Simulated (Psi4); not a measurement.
**BSiH4O2F (SMILES OB(F)O[SiH3]): revPBE/6-31G(d) (spherical functions)**

Aim: the energy change on altering one bond length of BSiH4O2F at revPBE/6-31G* (spherical functions), from 2 runs. 

The calculation is run with Psi4 1.11.

12 further runs of the same task are left out: 12 that didn't finish.

### 1 The molecule

BSiH4O2F has 9 atoms, charge 0, and is taken as a singlet. SMILES: `OB(F)O[SiH3]`. Geometry: relaxed at PBE0-D4/def2-TZVP. This is one conformer, not always the lowest.

Bond lengths: O1–B2 1.359 Å, B2–F3 1.334 Å, B2–O4 1.348 Å, O4–Si5 1.655 Å, O1–H6 0.960 Å, Si5–H7 1.480 Å, Si5–H8 1.484 Å, Si5–H9 1.484 Å. Some angles: O1–B2–F3 120.0°, O1–B2–O4 121.1°, F3–B2–O4 118.9°, B2–O4–Si5 131.9°, B2–O1–H6 113.4°, O4–Si5–H7 106.4°, O4–Si5–H8 110.2°, O4–Si5–H9 110.2°, H7–Si5–H8 110.1°, H7–Si5–H9 110.1°.

### 2 Energy and gradient at revPBE/6-31G(d) (spherical functions)

input.inp reads:

```
memory 2200 MB

molecule molecule1 {
  O     -1.614100     0.556700     0.394000
  B     -0.395400     1.157100     0.352700
  F     -0.277300     2.450800     0.657900
  O      0.708900     0.466900     0.006200
  Si     0.934200    -1.114900    -0.425000
  H     -2.322500     1.149900     0.654100
  H      2.381900    -1.273900    -0.690900
  H      0.154500    -1.427600    -1.647800
  H      0.518200    -2.011000     0.681800
  symmetry c1
}

set {
  basis 6-31G*
  puream true
  e_convergence 1e-09
  d_convergence 1e-08
  scf_type pk
  dft_radial_points 99
  dft_spherical_points 590
}

result, w = gradient('revpbe', return_wfn=True)
oeprop(w, 'WIBERG_LOWDIN_INDICES', 'DIPOLE', 'MAYER_INDICES')
print_variables()
```

The run is started by

```console
psi4 -n 1 input.inp input.out
```

input.out:

```text
[...]
  Running in c1 symmetry.
[...]
  Nuclear repulsion =  222.106225101530924
[...]
  Multiplicity = 1
[...]
  Nalpha       = 24
  Nbeta        = 24
[...]
    Number of basis functions: 82
[...]
   @RKS iter   1:  -566.71896543090031   -2.31848e-01   1.11128e-02 ADIIS/DIIS
[...]
   @RKS iter  12:  -567.03743589169289   -2.38742e-12   5.21189e-09 DIIS
[...]
    Orbital Energies [Eh]
    ---------------------
    Doubly Occupied:
       1A    -65.441407     2A    -24.270496     3A    -18.797417
       4A    -18.786542     5A     -6.595466     6A     -5.077115
       7A     -3.484461     8A     -3.481203     9A     -3.481158
      10A     -1.093195    11A     -0.951171    12A     -0.920290
      13A     -0.537072    14A     -0.505035    15A     -0.456365
      16A     -0.418687    17A     -0.394819    18A     -0.360481
      19A     -0.339995    20A     -0.336063    21A     -0.305710
      22A     -0.297677    23A     -0.280599    24A     -0.271466
[...]
  @RKS Final Energy:  -567.03743589169289
   => Energetics <=
    Nuclear Repulsion Energy =            222.1062251015309243
    One-Electron Energy =               -1225.6948002164112950
    Two-Electron Energy =                 490.6864024997196907
    DFT Exchange-Correlation Energy =     -54.1352632765321715
    Empirical Dispersion Energy =           0.0000000000000000
    VV10 Nonlocal Energy =                  0.0000000000000000
    Total Energy =                       -567.0374358916928941
[...]
  -Total Gradient:
     Atom            X                  Y                   Z
    ------   -----------------  -----------------  -----------------
       1        0.005514472187     0.020574497267     0.004278010380
       2        0.003939221428    -0.002290529546    -0.001177230472
       3       -0.002548299924    -0.018543373036    -0.004246780155
       4       -0.014648363046    -0.009015598460     0.000040870466
       5        0.000187915854     0.010623698161     0.002623738613
       6        0.009877385960    -0.010599075121    -0.004206346149
       7       -0.005739473138     0.001536287209     0.001279508297
       8        0.002417171672     0.002732552924     0.005325158460
       9        0.000968938642     0.005035890743    -0.003898511303
[...]
 Multipole Moments:
 ------------------------------------------------------------------------------------
     Multipole            Electronic (a.u.)      Nuclear  (a.u.)        Total (a.u.)
 ------------------------------------------------------------------------------------
 L = 1.  Multiply by 2.5417464519 to convert [e a0] to [Debye]
 Dipole X            :         -1.7935097            1.2854045           -0.5081052
 Dipole Y            :          7.4759699           -7.5942871           -0.1183173
 Dipole Z            :          2.1530788           -2.1025089            0.0505699
 Magnitude           :                                                    0.5241443
[...]
```

It took 13 s on 1 thread of AMD EPYC 9R45 (Zen 5), shared host; peak memory 1.3 GiB.

### 3 The distorted shape: a single-point energy at revPBE/6-31G(d) (spherical functions)

input.dat reads:

```
memory 2.2 GB

molecule {
  0 1
  O     -1.224272     0.713041     1.005366
  B     -0.005572     1.313441     0.964066
  F      0.112528     2.607141     1.269266
  O      1.098728     0.623241     0.617566
  Si     1.324028    -0.958559     0.186366
  H     -1.932672     1.306241     1.265466
  H      2.771728    -1.117559    -0.079534
  H      0.154500    -1.427600    -1.647800
  H      0.908028    -1.854659     1.293166
  symmetry c1
}

set globals {
  basis                6-31G*
  reference            rks
  puream               true
  e_convergence        1e-09
  d_convergence        1e-08
  scf_type             pk
  dft_radial_points    99
  dft_spherical_points 590
}

energy_value, wavefunction = energy("revpbe", return_wfn=True)
oeprop(wavefunction, "QUADRUPOLE", "MULLIKEN_CHARGES", "DIPOLE", title="REVPBE")
```

The run is started by

```console
psi4 -n 1 input.dat output.dat
```

output.dat, shortened:

```text
[...]
  Running in c1 symmetry.
[...]
  Nuclear repulsion =  219.717760149146329
[...]
  Multiplicity = 1
[...]
  Nalpha       = 24
  Nbeta        = 24
[...]
    Number of basis functions: 82
[...]
   @RKS iter   1:  -566.64239892184355   -2.68844e-01   1.12072e-02 DIIS/ADIIS
[...]
   @RKS iter  13:  -566.97224736434612   -3.52429e-12   4.12482e-09 DIIS
[...]
  @RKS Final Energy:  -566.97224736434612
   => Energetics <=
    Nuclear Repulsion Energy =            219.7177601491463292
    One-Electron Energy =               -1220.3374479898752725
    Two-Electron Energy =                 487.6583605451527319
    DFT Exchange-Correlation Energy =     -54.0109200687699413
    Empirical Dispersion Energy =           0.0000000000000000
    VV10 Nonlocal Energy =                  0.0000000000000000
    Total Energy =                       -566.9722473643461171
[...]
 Multipole Moments:
 ------------------------------------------------------------------------------------
     Multipole            Electronic (a.u.)      Nuclear  (a.u.)        Total (a.u.)
 ------------------------------------------------------------------------------------
 L = 1.  Multiply by 2.5417464519 to convert [e a0] to [Debye]
 Dipole X            :         -1.2146511            0.9278276           -0.2868236
 Dipole Y            :          7.7928047           -7.7376938            0.0551109
 Dipole Z            :          3.1616944           -2.6632955            0.4983988
 Magnitude           :                                                    0.5776732
 L = 2.  Multiply by 1.3450342976 to convert [e a0^2] to [Debye ang]
 Quadrupole XX       :       -201.6679673          178.1623532          -23.5056141
 Quadrupole XY       :        119.5743595         -123.3317696           -3.7574101
[...]
  Mulliken Charges: (a.u.)
   Center  Symbol    Alpha    Beta     Spin     Total
       1     O     4.27502  4.27502  0.00000 -0.55003
       2     B     2.21085  2.21085  0.00000  0.57830
       3     F     4.62197  4.62197  0.00000 -0.24394
       4     O     4.22685  4.22685  0.00000 -0.45369
       5    SI     6.76958  6.76958  0.00000  0.46084
       6     H     0.29225  0.29225  0.00000  0.41549
       7     H     0.52264  0.52264  0.00000 -0.04528
       8     H     0.55778  0.55778  0.00000 -0.11557
       9     H     0.52306  0.52306  0.00000 -0.04612
   Total alpha = 24.00000, Total beta = 24.00000, Total charge = -0.00000
[...]
```

It took 9.9 s on 1 thread of AMD EPYC 9R45 (Zen 5), shared host; peak memory 1.3 GiB.

### 4 Summary of results

At revPBE/6-31G* (spherical functions):

```
                                                          quantity          value
                                         first shape: total energy  -567.03744 Eh
                                        first shape: dipole moment         1.33 D
                                          first shape: HOMO energy       -7.39 eV
                                          first shape: LUMO energy       -0.20 eV
                                        first shape: HOMO–LUMO gap        7.19 eV
                             first shape: largest force on an atom     1.117 eV/Å
                                     distorted shape: total energy  -566.97225 Eh
                                    distorted shape: dipole moment         1.47 D
                                      distorted shape: HOMO energy       -6.53 eV
                                      distorted shape: LUMO energy       -1.72 eV
                                    distorted shape: HOMO–LUMO gap        4.81 eV
energy change with the Si5–H8 bond stretched from 1.484 to 2.225 Å       1.774 eV
```

What this shows: With the Si5–H8 bond stretched from 1.484 to 2.225 Å the energy rises by 1.77 eV (41 kcal/mol). The first shape isn't relaxed at this level, so the change isn't measured from a minimum. The largest force (first shape) is 1.12 eV/Å: the shape isn't a stationary point for this species at this level.
